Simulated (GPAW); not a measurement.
CoW3:

```
W Co
1.0
     7.81470    0.00000    0.00000
     0.00000    3.90735    0.00000
     0.00000    0.00000    3.90735
W Co
6 2
Direct
  0.25000 0.50000 0.00000
  0.75000 0.50000 0.00000
  0.25000 0.00000 0.50000
  0.75000 0.00000 0.50000
  0.00000 0.50000 0.50000
  0.50000 0.50000 0.50000
  0.00000 0.00000 0.00000
  0.50000 0.00000 0.00000
```

The cell comes from a database or a generator and needn't be the stable form of this composition.

Base run:

```yaml
Program: GPAW 26.7.0
Functional: PBEsol
Potentials_or_basis: PAW data sets generated in the run's folder for this functional
Cutoff: 600 eV
Basis: pw
k_mesh: 3 × 6 × 6
Occupations: fermi-dirac, width 0.05 eV
Spin: collinear spin, ferromagnetic start
Starting_moments: "[0.0, 0.0, 0.0, 0.0, 0.0, 0.0, 2.0, 2.0] μB"
```

Its results: band gap on the k mesh none (metal or under the smearing width); pressure -10.7 GPa; net moment 0.65 μB per cell; site moments W +0.01; Co +0.30 μB.

Problem. The run is repeated on the same cell with these changes: spin from collinear spin, ferromagnetic start to collinear spin, antiferromagnetic start; moments at the start from [0.0, 0.0, 0.0, 0.0, 0.0, 0.0, 2.0, 2.0] to [0.0, 0.0, 0.0, 0.0, 0.0, 0.0, 2.0, -2.0. What comes out?

Solution. Band gap on the k mesh none (metal or under the smearing width); pressure -10.6 GPa; net moment 0.00 μB per cell; site moments W +0.00, +0.01, -0.01; Co +0.45, -0.45 μB.
